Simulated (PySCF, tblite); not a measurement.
# C6H18BNSi: geometry, infrared bands and NMR shifts

What infrared bands and NMR shifts should C6H18BNSi (`CB(C)N([SiH3])CC(C)C`) show?

Computed with tblite 0.8.0 and PySCF 2.14.0, with density-fitted response routines of our own, on a single molecule in the gas phase. Atoms count from 0, in the outputs and in this text.

## 1. The molecule as given

27 atoms, charge 0, multiplicity 1; geometry from: force field or distance geometry start.

Bonds of the start (Å): C0–B1 1.60, B1–C2 1.60, B1–N3 1.51, N3–Si4 1.79, N3–C5 1.43, C5–C6 1.52, C6–C7 1.51, C6–C8 1.53, C0–H9 1.11, C0–H10 1.12, C0–H11 1.10, C2–H12 1.12, C2–H13 1.09, C2–H14 1.10, Si4–H15 1.48, Si4–H16 1.47, Si4–H17 1.48, C5–H18 1.13, C5–H19 1.11, C6–H20 1.10, C7–H21 1.10, C7–H22 1.09, C7–H23 1.13, C8–H24 1.11, C8–H25 1.09, C8–H26 1.11.

## 2. Geometry optimisation with GFN2-xTB

Job settings and geometry (Å):

```
{"job": {"kind": "relax", "xc": "GFN2-xTB", "basis": "xTB"}, "charge": 0, "multiplicity": 1}
C      1.834100     0.369100    -1.245900
B      1.358500    -0.456400     0.036400
C      2.426800    -1.532000     0.554000
N      0.368200     0.239200     0.933500
Si     1.137900     1.642100     1.727100
C     -0.729000     0.711700     0.145900
C     -1.427000    -0.429200    -0.576600
C     -2.559700     0.165400    -1.381800
C     -2.127300    -1.347300     0.430000
H      2.880100     0.109400    -1.502300
H      1.730800     1.446500    -0.974100
H      1.231500     0.093900    -2.120100
H      3.235500    -0.913600     1.009500
H      2.019600    -2.207000     1.311000
H      2.801500    -2.036500    -0.351000
H      0.116700     2.713300     1.783500
H      2.325300     2.136900     1.006000
H      1.576200     1.266500     3.094000
H     -1.490900     1.295700     0.741300
H     -0.425900     1.415500    -0.661500
H     -0.709700    -0.982400    -1.203500
H     -2.272200     1.178800    -1.702500
H     -2.802400    -0.499200    -2.215300
H     -3.481400     0.271200    -0.731000
H     -2.604400    -0.673800     1.169500
H     -1.484300    -2.110600     0.866900
H     -2.948400    -1.840600    -0.130700
```

Launch:

```bash
> OMP_NUM_THREADS=1 python probes_run.py task.json out
```

The driver reads the jobs from task.json and runs them one after another.

**Question.** This job is followed by: GFN2-xTB harmonic vibrations, gas phase; GIAO PBE0/pcSseg-1 NMR shielding, non-relativistic, gas phase. Predict these results of the whole session: strongest single infrared mode (GFN2-xTB); zero-point energy (GFN2-xTB); 13C shifts against TMS (PBE0/pcSseg-1, means over atoms taken as alike); 1H shifts against TMS (PBE0/pcSseg-1, means over atoms taken as alike); 11B shifts against BF3·OEt2 (PBE0/pcSseg-1); 15N shifts against NH3 (PBE0/pcSseg-1); 29Si shifts against TMS (PBE0/pcSseg-1); surface potential, 1st and 99th percentile.

The runs gave:

| quantity | value |
| --- | --- |
| strongest single infrared mode (GFN2-xTB) | 827 cm⁻¹, 416 km/mol |
| zero-point energy (GFN2-xTB) | 144.1 kcal/mol |
| 13C shifts against TMS (PBE0/pcSseg-1, means over atoms taken as alike) | 64.2, 37.1, 21.8, 7.7 ppm |
| 1H shifts against TMS (PBE0/pcSseg-1, means over atoms taken as alike) | 4.84, 3.11, 1.42, 0.95, 0.52 ppm |
| 11B shifts against BF3·OEt2 (PBE0/pcSseg-1) | 50.8 ppm |
| 15N shifts against NH3 (PBE0/pcSseg-1) | 113.4 ppm |
| 29Si shifts against TMS (PBE0/pcSseg-1) | -41.8 ppm |
| surface potential, 1st and 99th percentile | -0.31 V and 0.81 V |

**Reading.** The optimisation took 187 steps and gained 1.674 eV; among the close pairs (by a distance rule), B1–N3 changed most, from 1.506 to 1.412 Å. All 75 modes are real, so the xTB geometry is a minimum. The strongest single mode, at 827 cm⁻¹, is spread over several atoms, H15, H17, H16, Si4 among them. GFN2-xTB is a fitted tight-binding method: band positions and strengths are rough. Its intensities can rank the bands wrongly. The most deshielded carbon is C5 (sp3 CH2 bonded to N), at 64.2 ppm: deshielded by the electronegative neighbour. At PBE0/pcSseg-1: The widest tensor belongs to N3: span 190 ppm, with a paramagnetic part of -175 ppm.
